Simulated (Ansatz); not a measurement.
# SrLiBr3: the cost of one run

Computed with Ansatz 0.2.0 (DFT PBE, scalar-relativistic, plane waves, PAW, unless a step's input says otherwise).

## 1. Starting point

It takes space group P4/mbm (No. 127, tetragonal). Conventional cell: a = 7.345 Å, b = 7.345 Å, c = 5.194 Å, α = 90.00°, β = 90.00°, γ = 90.00°. Li (site symmetry 4/m) has 6 Br at 2.60 to 2.61 Å as nearest neighbours. Sr (site symmetry mmm) has 12 Br at 3.48 to 3.87 Å as nearest neighbours. Br (site symmetry m2m) has 2 Li at 2.61 Å and 2 Sr at 3.48 Å as nearest neighbours. Br (site symmetry 4/m) is surrounded by 2 Li at 2.60 Å and 4 Sr at 3.67 Å.

Structure file:

```cif
data_structure
_symmetry_space_group_name_H-M 'P 1'
_symmetry_Int_Tables_number 1
_cell_length_a 7.3450
_cell_length_b 7.3450
_cell_length_c 5.1937
_cell_angle_alpha 90.000
_cell_angle_beta 90.000
_cell_angle_gamma 90.000
_cell_volume 280.20
loop_
_atom_site_label
_atom_site_type_symbol
_atom_site_fract_x
_atom_site_fract_y
_atom_site_fract_z
_atom_site_occupancy
Li1 Li 0.50000 0.50000 0.00000 1
Li2 Li 0.00000 0.00000 0.00000 1
Sr1 Sr 0.00000 0.50000 0.50000 1
Sr2 Sr 0.50000 0.00000 0.50000 1
Br1 Br 0.77678 0.27678 0.00000 1
Br2 Br 0.72322 0.77678 0.00000 1
Br3 Br 0.50000 0.50000 0.50000 1
Br4 Br 0.22322 0.72322 0.00000 1
Br5 Br 0.27678 0.22322 0.00000 1
Br6 Br 0.00000 0.00000 0.50000 1
```

The cell is invented: perovskite family, tilts a0a0c+ (P4/mbm, No. 127). The dimensions are guesses.

## 2. Probe: one point on a coarse mesh

File input.yaml:

```yaml
crystal:
  lattice:
    - [7.34503861, 0.0, 0.0]
    - [0.0, 7.34503861, 0.0]
    - [0.0, 0.0, 5.19372661]
  atoms:
    - { symbol: Li, position: [0.5, 0.5, 0.0] }
    - { symbol: Li, position: [0.0, 0.0, 0.0] }
    - { symbol: Sr, position: [0.0, 0.5, 0.5] }
    - { symbol: Sr, position: [0.5, 0.0, 0.5] }
    - { symbol: Br, position: [0.77678408, 0.27678408, 0.0] }
    - { symbol: Br, position: [0.72321592, 0.77678408, 0.0] }
    - { symbol: Br, position: [0.5, 0.5, 0.5] }
    - { symbol: Br, position: [0.22321592, 0.72321592, 0.0] }
    - { symbol: Br, position: [0.27678408, 0.22321592, 0.0] }
    - { symbol: Br, position: [0.0, 0.0, 0.5] }
basis:
  ecutwfc: 420
kpoints:
  mp_grid: { grid: [4, 4, 4] }
hamiltonian:
  xc: pbe
scf:
  occupations: { method: gaussian, width: 0.1 }
  lower_state_search: "off"
output:
  forces: true
  stress: true
  eigenvalues: true
```

Command:

```bash
ansatz run input.yaml --threads 1 --pin off --max-ram 2560MiB --backend cpu --events-out ev --progress --plain --runs-dir out
```

**Question.** How long does this run take on 1 thread of Arm Neoverse V2, shared host, and how much memory does it need?

About 10 s, with a peak of 0.51 GiB.
